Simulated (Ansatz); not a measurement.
# MnPt2 (P-3m1) in Ansatz: a series of runs

The runs below take MnPt2 through single point, equation of state, with PBEsol.

Program: Ansatz 0.2.0. These are calculated values, not measurements. Logs are shortened: lines on timing, memory, paths and dates and some standing lists are left out, and cuts for length are marked.

## Step 1: Starting point

Symmetry: P-3m1, No. 164, trigonal system. The conventional cell has a = 2.858 Å, b = 2.858 Å, c = 6.533 Å, α = 90.00°, β = 90.00°, γ = 120.00°. Pt (site symmetry 3m) is surrounded by 3 Mn at 2.64 Å and 9 Pt at 2.86 to 2.91 Å. Mn (site symmetry -3m) has 6 Pt at 2.64 Å and 6 Mn at 2.86 Å as nearest neighbours.

The cell comes from a database or a generator and needn't be the stable form of this composition.

## Step 2: Single point, PBEsol, collinear spin, ferromagnetic start, 14.48 Å³/atom (volume scaled by 0.94)

input.yaml

```yaml
crystal:
  lattice:
    - [2.8000532941, 0.0, 0.0]
    - [-1.400026647, 2.4249172847, 0.0]
    - [0.0, 0.0, 6.3991501735]
  atoms:
    - { symbol: Pt, position: [0.6666666667, 0.3333333333, 0.316206] }
    - { symbol: Pt, position: [0.3333333333, 0.6666666667, 0.683794] }
    - { symbol: Mn, position: [0.0, 0.0, 0.0], spin: 4.0 }
hamiltonian:
  xc: pbesol
  pseudopotentials: { kind: paw }
magnetization:
  spin_polarized: true
kpoints:
  mp_grid: { grid: [11, 11, 4] }
scf:
  occupations: { method: fermi_dirac, width: 0.05 }
output:
  forces: true
  stress: true
  eigenvalues: true
```

Potentials or basis: Ansatz PAW.

Command:

```
> ansatz run input.yaml --threads 2 --pin off --max-ram 5632MiB --backend cpu --events-out ev --progress --plain --runs-dir out
```

Output:

```text
Warning: RAYON_NUM_THREADS=2 ignored (pool sized by the plan → 2); use --threads N
Engine: ansatz 0.2.0, x86_64-unknown-linux-gnu
Pseudopotentials: kind: paw
Pseudopotential: Pt, paw, valence charge 18, recommended cutoff 420 eV (normal), Pt.paw.azcp
Pseudopotential: Mn, paw, valence charge 15, recommended cutoff 420 eV (normal), Mn.paw.azcp
Functional definition: PBEsol
  exchange = pbesol_x
  correlation = pbesol_c
Crystal: 3 atoms, lattice volume = 43.450 Å³
Basis set: ecut = 420 eV, 861 PW (Γ), exchange–correlation on 40×40×90 points (8 copies of the dense FFT grid, shifted against one another)
Bands: 33, of which v1, the nominal top of the filled ones, is band 26 counted from 1 (25 counted from 0)
Symmetry: 12 space group operations
Space group: P-3m1 (ITA 164), of the structure as read, at distance tolerance 3.5e-5 Å
Magnetic group: BNS 164.85 (UNI 1315), of the structure as read, at distance tolerance 3.5e-5 Å
k-points: 58 of 484
Non-local potential: Pt, projectors of the file, l = 0: 3, l = 1: 2, l = 2: 2, l = 3: 1
Non-local potential: Mn, projectors of the file, l = 0: 3, l = 1: 2, l = 2: 3, l = 3: 1
PAW form: soft (Blöchl's): semilocal exchange-correlation on the pseudo side does not see the compensation charge
PAW frozen core: Pt, regenerated for the run's functional, and the local potential with it (the file was generated under x = pbe(κ = 0.804, μ = 0.2195149727645171), c = pbe(β = 0.06672455060314922))
PAW frozen core: Mn, regenerated for the run's functional, and the local potential with it (the file was generated under x = pbe(κ = 0.804, μ = 0.2195149727645171), c = pbe(β = 0.06672455060314922))
PAW one-centre angular grid: Pt, 590 points (default); XC on 64 Gauss nodes
PAW one-centre angular grid: Mn, 590 points (default); XC on 64 Gauss nodes
Initial density: superposition of atomic densities (chi_scale 0.1, normalization cell, long waves kept (reshape's long-wave potential 0.18 eV rms))
Starting moments: Σ|m| = 4 μB on 1 of 3 sites
Initial wavefunctions: pseudopotential atomic-orbital guess
Functional: x = pbesol(κ = 0.804, μ = 0.12345679012345678), c = pbesol(β = 0.046)
SCF iter   1: F=—  HF=-28641.088402 eV  |F-HF|=—  |Δ(HF+E_count)|=         —  Δρ=1.72e-1 (↑9.76e-2 ↓1.72e-1)  dr2=7.71e1  dr2_m=1.80e0  M=2.433 μB ∫|m|=2.555 μB  β_m=0.30  ethr=3.10e-3  ⟨swp⟩=5.7  Hψ=13435  notcnv=0
Mixer restart at iter 1: flushing history
preconditioner: auto → Kerker (q_TF=auto, 2.802 Å⁻¹)  [metal: Δε(μ)=0.010 eV  Ē_g=8.090 eV  σ=0.050 eV  W_gap=0.05  n_scr=22 (ndim 8)  ℏωp=29.3 eV  f_vac=0.000  D(μ)=3.05/eV (n_scr^D=36)]
spin=Collinear: Kerker preconditioning applied to the charge; magnetization (m = ρ↑ − ρ↓) channel mixes plain (no charge-response kernel on spin).
SCF iter   2: F=—  HF=-28639.574445 eV  |F-HF|=—  |Δ(HF+E_count)|=    1.51e0  Δρ=9.02e-2 (↑6.02e-2 ↓9.02e-2)  dr2=2.83e1  dr2_m=8.31e-1  M=2.628 μB ∫|m|=2.731 μB  β_m=0.45  ethr=3.10e-3  ⟨swp⟩=3.0  Hψ=8317  notcnv=0  defer=98
SCF iter   3: F=—  HF=-28637.150521 eV  |F-HF|=—  |Δ(HF+E_count)|=    2.42e0  Δρ=2.73e-2 (↑2.73e-2 ↓1.97e-2)  dr2=4.67e0  dr2_m=7.00e-2  M=3.319 μB ∫|m|=3.385 μB  β_m=0.47  ethr=3.10e-3  ⟨swp⟩=3.0  Hψ=7397  notcnv=0  defer=112
SCF iter   4: F=—  HF=-28636.660839 eV  |F-HF|=—  |Δ(HF+E_count)|=   4.90e-1  Δρ=2.36e-2 (↑1.93e-2 ↓2.36e-2)  dr2=8.71e-1  dr2_m=9.27e-2  M=3.554 μB ∫|m|=3.616 μB  β_m=0.73  ethr=3.10e-3  ⟨swp⟩=2.2  Hψ=5347  notcnv=0  defer=130
SCF iter   5: F=—  HF=-28636.767869 eV  |F-HF|=—  |Δ(HF+E_count)|=   1.07e-1  Δρ=1.86e-2 (↑1.17e-2 ↓1.86e-2)  dr2=5.46e-2  dr2_m=8.54e-2  M=4.019 μB ∫|m|=4.080 μB  β_m=0.87  ethr=1.71e-3  ⟨swp⟩=2.6  Hψ=6315  notcnv=0  defer=135
SCF iter   6: F=—  HF=-28636.785863 eV  |F-HF|=—  |Δ(HF+E_count)|=   1.80e-2  Δρ=1.30e-2 (↑1.30e-2 ↓2.45e-3)  dr2=5.11e-2  dr2_m=1.69e-2  M=4.193 μB ∫|m|=4.258 μB  β_m=0.93  ethr=1.07e-4  ⟨swp⟩=2.6  Hψ=7822  notcnv=0  defer=141
SCF iter   7: F=—  HF=-28636.775731 eV  |F-HF|=—  |Δ(HF+E_count)|=   1.01e-2  Δρ=1.74e-3 (↑1.74e-3 ↓1.62e-3)  dr2=5.50e-3  dr2_m=1.04e-4  M=4.151 μB ∫|m|=4.219 μB  β_m=0.97  ethr=1.00e-4  ⟨swp⟩=2.1  Hψ=6523  notcnv=0  defer=149
SCF iter   8: F=—  HF=-28636.776002 eV  |F-HF|=—  |Δ(HF+E_count)|=   2.70e-4  Δρ=2.98e-4 (↑2.98e-4 ↓2.19e-4)  dr2=1.02e-4  dr2_m=5.14e-6  M=4.144 μB ∫|m|=4.213 μB  β_m=0.98  ethr=1.08e-5  ⟨swp⟩=2.0  Hψ=4836  notcnv=0  defer=149
SCF iter   9: F=—  HF=-28636.775997 eV  |F-HF|=—  |Δ(HF+E_count)|=   5.21e-6  Δρ=1.27e-4 (↑1.27e-4 ↓6.87e-5)  dr2=1.18e-5  dr2_m=1.73e-6  M=4.143 μB ∫|m|=4.213 μB  β_m=0.99  ethr=1.99e-7  ⟨swp⟩=2.3  Hψ=5723  notcnv=0  defer=149
SCF iter  10: F=—  HF=-28636.775996 eV  |F-HF|=—  |Δ(HF+E_count)|=   4.38e-7  Δρ=3.20e-5 (↑3.20e-5 ↓1.69e-5)  dr2=4.61e-7  dr2_m=1.64e-7  M=4.143 μB ∫|m|=4.213 μB  β_m=1.00  ethr=2.32e-8  ⟨swp⟩=1.3  Hψ=3866  notcnv=0  defer=149
SCF iter  11: F=—  HF=-28636.775996 eV  |F-HF|=—  |Δ(HF+E_count)|=   1.25e-7  Δρ=1.20e-5 (↑1.20e-5 ↓8.23e-6)  dr2=2.25e-7  dr2_m=6.05e-9  M=4.143 μB ∫|m|=4.213 μB  β_m=1.00  ethr=9.04e-10  ⟨swp⟩=2.2  Hψ=5609  notcnv=0  defer=149
SCF iter  12: F=—  HF=-28636.775996 eV  |F-HF|=—  |Δ(HF+E_count)|=   1.34e-8  Δρ=2.29e-6 (↑1.97e-6 ↓2.29e-6)  dr2=1.22e-8  dr2_m=2.21e-10  M=4.143 μB ∫|m|=4.213 μB  β_m=1.00  ethr=4.41e-10  ⟨swp⟩=1.7  Hψ=4113  notcnv=0  defer=149
SCF iter  13: F=-28636.775996 eV  HF=-28636.775996 eV  |F-HF|=1.57e-9  |Δ(HF+E_count)|=  6.95e-10  Δρ=7.36e-7 (↑6.71e-7 ↓7.36e-7)  dr2=1.66e-9  dr2_m=7.80e-12  M=4.143 μB ∫|m|=4.213 μB  ethr=2.40e-11  ⟨swp⟩=6.1  Hψ=13449  notcnv=0
SCF 1 converged in 13 iterations: F = -28636.775996 eV  dr2 = 1.66e-9
the search or the solves at the SCF's close seem to have found levels that the self-consistency loop had missed (the run counts 1). By its estimate they hold under 1e-12 electrons; where the run keeps them, the occupations were computed again with them
SCF converged after 13 iterations
Magnetization: 4.1434 μB (27.5717 up, 23.4283 down)
Absolute magnetization: 4.2135 μB (∫|ρ↑−ρ↓|, with the PAW one-centre terms)
Spin contamination: 0.1055 ħ² per cell (⟨S²⟩ above its minimum at these occupations)
Per-site moments (μB) at R_I (Å): [(0.2571300030397416, 1.0683496304066185), (0.25713000303974143, 1.0683496304066185), (3.4443540116880813, 1.0683496304066185)]
Free energy (F): -28636.775996 eV
Harris-Foulkes:  -28636.775996 eV  (|F-HF|=1.57e-9)
Internal energy: -28636.749849 eV  (E = F + TS)
E sigma→0 (E₀):  -28636.762922 eV
Entropy (-TS):   -0.026147 eV (-8.716 meV/atom)
Fermi energy:    21.196828 eV
--- Per-component energies (eV) ---
  E_band       = -482.921984
  E_kinetic    = 1580.388520
  E_local      = -4762.948778  (includes V_loc(G=0)·N_el)
  E_nonlocal   = 653.280416
  E_hartree    = 1840.168337
  E_xc         = -633.934416
  E_vxc        = -750.400321  (∫ρ·V_xc dr)
  E_paw        = -19905.661378  (= ΣΔE_a)
  E_vpaw       = -883.578162  (= ΣTr[D̂ρ^β])
  E_aug_tail   = 0.000389  (compensation charges beyond the density's cutoff)
  E_ewald      = -7408.786552
  E_core_change = 0.743613  (= ΣΔE_core)
  E_smearing   = -0.026147  (= −TS)
  E_closure    = -0.000000  (closes the sum)
  Σ components = -28636.775996   (vs F -28636.775996, Δ=0.00e0)
--- Forces (eV/Å), atoms counted from 1 ---
  atom   1  Pt    -0.00000000    -0.00000000     0.14311228
  atom   2  Pt     0.00000000     0.00000000    -0.14311228
  atom   3  Mn     0.00000000     0.00000000     0.00000000
  max |Σ_I F_I| component: 9.25e-18 eV/Å
--- Stress (GPa, compression-positive) ---
       -0.200706       0.000000      -0.000000
        0.000000      -0.200706       0.000000
       -0.000000       0.000000       5.372599
  P = ⅓ Tr σ = 1.6571 GPa (16.571 kbar)
--- Band table (eV; the first three rows and the last of 116) ---
  k-point 0 ↑: bands = ["-77.4583", "-77.4474", "-59.3844", "-31.7698", "-31.6058", "-31.4970", "-31.4970", "-31.4735", "-31.4735", "-28.2532", "-28.1658", "-28.1658", "11.2578", "13.5998", "14.9819", "17.2612", "17.2612", "17.4883", "17.4883", "17.7182", "18.1397", "18.1397", "18.3830", "19.0241", "19.6971", "19.6971", "20.0339", "20.0339", "20.5026", "20.5026", "31.6747", "32.8226", "36.1248"]
  k-point 1 ↑: bands = ["-77.4582", "-77.4474", "-59.3844", "-31.7758", "-31.5994", "-31.4972", "-31.4972", "-31.4733", "-31.4733", "-28.2537", "-28.1658", "-28.1658", "11.5259", "13.2643", "14.7924", "17.0511", "17.2751", "17.2751", "17.5116", "17.5116", "18.2337", "18.2337", "18.6777", "19.5440", "19.5440", "19.6302", "19.6302", "20.1441", "20.9525", "20.9525", "29.3013", "34.9847", "35.6911"]
  k-point 2 ↑: bands = ["-77.4582", "-77.4474", "-59.3844", "-31.7814", "-31.5933", "-31.4974", "-31.4974", "-31.4731", "-31.4731", "-28.2542", "-28.1658", "-28.1658", "12.0447", "12.6360", "14.6404", "16.8795", "17.2555", "17.2555", "17.6074", "17.6074", "18.2930", "18.2930", "18.6282", "19.2667", "19.2667", "19.5447", "19.5447", "21.2045", "21.2045", "21.2783", "27.7910", "35.3830", "36.1965"]
  k-point 57 ↓: bands = ["-77.2767", "-77.2756", "-55.5918", "-31.5841", "-31.5670", "-31.5238", "-31.4907", "-31.4299", "-31.4176", "-24.5960", "-24.5868", "-24.5503", "15.9007", "15.9270", "16.3525", "16.7604", "16.8092", "17.0051", "17.4952", "18.4987", "18.7226", "19.1638", "21.7787", "22.3066", "22.3108", "22.3988", "23.6287", "25.9611", "26.3597", "26.4988", "27.2159", "28.4441", "29.3766"]
```

It took 13 s on 2 threads of Intel Xeon at 2.70GHz, shared host; peak memory 0.48 GiB.

What came out:

| Property | Result |
| --- | --- |
| Free energy | -28636.7760 eV |
| Pressure | 1.7 GPa |
| Largest force | 0.143 eV/Å |
| Band gap on the k mesh | none (metal or under the smearing width) |
| Net moment | 4.14 μB per cell |
| Absolute moment | 4.21 μB per cell |
| Site moments | Pt +0.26; Mn +3.44 μB |

Caveat: the PAW data sets come from PBE, with cores solved anew for the run's functional, which leaves a small shift of forces and pressure.

## Step 3: Single point, PBEsol, collinear spin, ferromagnetic start, 14.79 Å³/atom (volume scaled by 0.96)

input.yaml, as its differences from that of step 2:

```diff
@@ -2,5 +2,5 @@
   lattice:
-    - [2.8000532941, 0.0, 0.0]
-    - [-1.400026647, 2.4249172847, 0.0]
-    - [0.0, 0.0, 6.3991501735]
+    - [2.8197726289, 0.0, 0.0]
+    - [-1.4098863145, 2.4419947296, 0.0]
+    - [0.0, 0.0, 6.4442160962]
   atoms:
```

Potentials or basis: Ansatz PAW.

Command:

```
> ansatz run input.yaml --threads 2 --pin off --max-ram 5632MiB --backend cpu --events-out ev --progress --plain --runs-dir out
```

It took 32 s on 2 threads of Intel Xeon at 2.70GHz, shared host; peak memory 0.78 GiB.

The run converged. Its results:

```yaml
Free_energy: -28636.7738 eV
Pressure: -2.3 GPa
Largest_force: 0.104 eV/Å
Band_gap_on_the_k_mesh: none (metal or under the smearing width)
Net_moment: 4.29 μB per cell
Absolute_moment: 4.36 μB per cell
Site_moments: Pt +0.27; Mn +3.55 μB
```

Caveat: the PAW data sets come from PBE, with cores solved anew for the run's functional, which leaves a small shift of forces and pressure.

## Step 4: Single point, PBEsol, collinear spin, ferromagnetic start, 15.10 Å³/atom (volume scaled by 0.98)

input.yaml, as its differences from that of step 3:

```diff
@@ -2,5 +2,5 @@
   lattice:
-    - [2.8197726289, 0.0, 0.0]
-    - [-1.4098863145, 2.4419947296, 0.0]
-    - [0.0, 0.0, 6.4442160962]
+    - [2.8392199513, 0.0, 0.0]
+    - [-1.4196099756, 2.4588366048, 0.0]
+    - [0.0, 0.0, 6.4886603702]
   atoms:
```

Command:

```
> ansatz run input.yaml --threads 2 --pin off --max-ram 5632MiB --backend cpu --events-out ev --progress --plain --runs-dir out
```

It took 13 s on 2 threads of Intel Xeon at 2.70GHz, shared host; peak memory 0.48 GiB.

Results (log left out):

| Quantity | Value |
| --- | --- |
| Free energy | -28636.7500 eV |
| Pressure | -5.9 GPa |
| Largest force | 0.065 eV/Å |
| Band gap on the k mesh | none (metal or under the smearing width) |
| Net moment | 4.41 μB per cell |
| Absolute moment | 4.49 μB per cell |
| Site moments | Pt +0.29; Mn +3.64 μB |

Caveat: the PAW data sets come from PBE, with cores solved anew for the run's functional, which leaves a small shift of forces and pressure.

## Step 5: Single point, PBEsol, collinear spin, ferromagnetic start, 15.41 Å³/atom

input.yaml, as its differences from that of step 4:

```diff
@@ -2,5 +2,5 @@
   lattice:
-    - [2.8392199513, 0.0, 0.0]
-    - [-1.4196099756, 2.4588366048, 0.0]
-    - [0.0, 0.0, 6.4886603702]
+    - [2.8584044518, 0.0, 0.0]
+    - [-1.4292022259, 2.4754508696, 0.0]
+    - [0.0, 0.0, 6.532504]
   atoms:
```

Command:

```
> ansatz run input.yaml --threads 2 --pin off --max-ram 5632MiB --backend cpu --events-out ev --progress --plain --runs-dir out
```

Run time: 14 s. Hardware: 2 threads of Intel Xeon at 2.70GHz, shared host; peak memory 0.48 GiB.

Results (log left out):

| Quantity | Value |
| --- | --- |
| Free energy | -28636.7063 eV |
| Pressure | -9.2 GPa |
| Largest force | 0.026 eV/Å |
| Band gap on the k mesh | none (metal or under the smearing width) |
| Net moment | 4.51 μB per cell |
| Absolute moment | 4.59 μB per cell |
| Site moments | Pt +0.30; Mn +3.71 μB |

Caveat: the PAW data sets come from PBE, with cores solved anew for the run's functional, which leaves a small shift of forces and pressure.

## Step 6: Single point, PBEsol, collinear spin, ferromagnetic start, 15.72 Å³/atom (volume scaled by 1.02)

input.yaml, as its differences from that of step 5:

```diff
@@ -2,5 +2,5 @@
   lattice:
-    - [2.8584044518, 0.0, 0.0]
-    - [-1.4292022259, 2.4754508696, 0.0]
-    - [0.0, 0.0, 6.532504]
+    - [2.8773348343, 0.0, 0.0]
+    - [-1.4386674171, 2.4918450617, 0.0]
+    - [0.0, 0.0, 6.5757668767]
   atoms:
```

Potentials or basis: Ansatz PAW.

Command:

```
> ansatz run input.yaml --threads 2 --pin off --max-ram 5632MiB --backend cpu --events-out ev --progress --plain --runs-dir out
```

Wall time 12 s (2 threads of Intel Xeon at 2.70GHz, shared host); peak memory 0.48 GiB.

The run converged. Its results:

```yaml
Free_energy: -28636.6445 eV
Pressure: -12.2 GPa
Largest_force: 0.013 eV/Å
Band_gap_on_the_k_mesh: none (metal or under the smearing width)
Net_moment: 4.58 μB per cell
Absolute_moment: 4.66 μB per cell
Site_moments: Pt +0.31; Mn +3.77 μB
```

Caveat: the PAW data sets come from PBE, with cores solved anew for the run's functional, which leaves a small shift of forces and pressure.

## Step 7: Single point, PBEsol, collinear spin, ferromagnetic start, 16.02 Å³/atom (volume scaled by 1.04)

input.yaml, as its differences from that of step 6:

```diff
@@ -2,5 +2,5 @@
   lattice:
-    - [2.8773348343, 0.0, 0.0]
-    - [-1.4386674171, 2.4918450617, 0.0]
-    - [0.0, 0.0, 6.5757668767]
+    - [2.8960193503, 0.0, 0.0]
+    - [-1.4480096751, 2.5080263272, 0.0]
+    - [0.0, 0.0, 6.6184678581]
   atoms:
```

Command:

```
> ansatz run input.yaml --threads 2 --pin off --max-ram 5632MiB --backend cpu --events-out ev --progress --plain --runs-dir out
```

Wall time 13 s (2 threads of Intel Xeon at 2.70GHz, shared host); peak memory 0.49 GiB.

The run converged. Its results:

- Free energy: -28636.5661 eV
- Pressure: -14.9 GPa
- Largest force: 0.051 eV/Å
- Band gap on the k mesh: none (metal or under the smearing width)
- Net moment: 4.63 μB per cell
- Absolute moment: 4.71 μB per cell
- Site moments: Pt +0.31; Mn +3.82 μB

Caveat: the PAW data sets come from PBE, with cores solved anew for the run's functional, which leaves a small shift of forces and pressure.

## Step 8: Single point, PBEsol, collinear spin, ferromagnetic start, 16.33 Å³/atom (volume scaled by 1.06)

input.yaml, as its differences from that of step 7:

```diff
@@ -2,5 +2,5 @@
   lattice:
-    - [2.8960193503, 0.0, 0.0]
-    - [-1.4480096751, 2.5080263272, 0.0]
-    - [0.0, 0.0, 6.6184678581]
+    - [2.9144658307, 0.0, 0.0]
+    - [-1.4572329154, 2.5240014479, 0.0]
+    - [0.0, 0.0, 6.6606248409]
   atoms:
```

Command:

```
> ansatz run input.yaml --threads 2 --pin off --max-ram 5632MiB --backend cpu --events-out ev --progress --plain --runs-dir out
```

Run time: 13 s. Hardware: 2 threads of Intel Xeon at 2.70GHz, shared host; peak memory 0.49 GiB.

The run converged. Its results:

```yaml
Free_energy: -28636.4729 eV
Pressure: -17.3 GPa
Largest_force: 0.089 eV/Å
Band_gap_on_the_k_mesh: none (metal or under the smearing width)
Net_moment: 4.66 μB per cell
Absolute_moment: 4.75 μB per cell
Site_moments: Pt +0.31; Mn +3.86 μB
```

Caveat: the PAW data sets come from PBE, with cores solved anew for the run's functional, which leaves a small shift of forces and pressure.

## Step 9: Equation of state, PBEsol, collinear spin, ferromagnetic start

Potentials or basis: Ansatz PAW.

No new run: the results of the series are fitted here.

What came out:

* Equilibrium volume: 14.61 Å³/atom
* Bulk modulus at fixed shape and positions: 189 GPa
* Pressure derivative of the bulk modulus: 3.4

Energy against volume, from the lowest point:
```
volume (Å³/atom)  energy (meV/atom)
          14.483               0.00
          14.791               0.73
          15.099               8.67
          15.408              23.22
          15.716              43.83
          16.024              69.96
          16.332             101.02
```

Caveat: the cell was scaled at fixed shape and fractional positions, which overstates the stiffness of a crystal with free parameters, most of all of layers and chains.
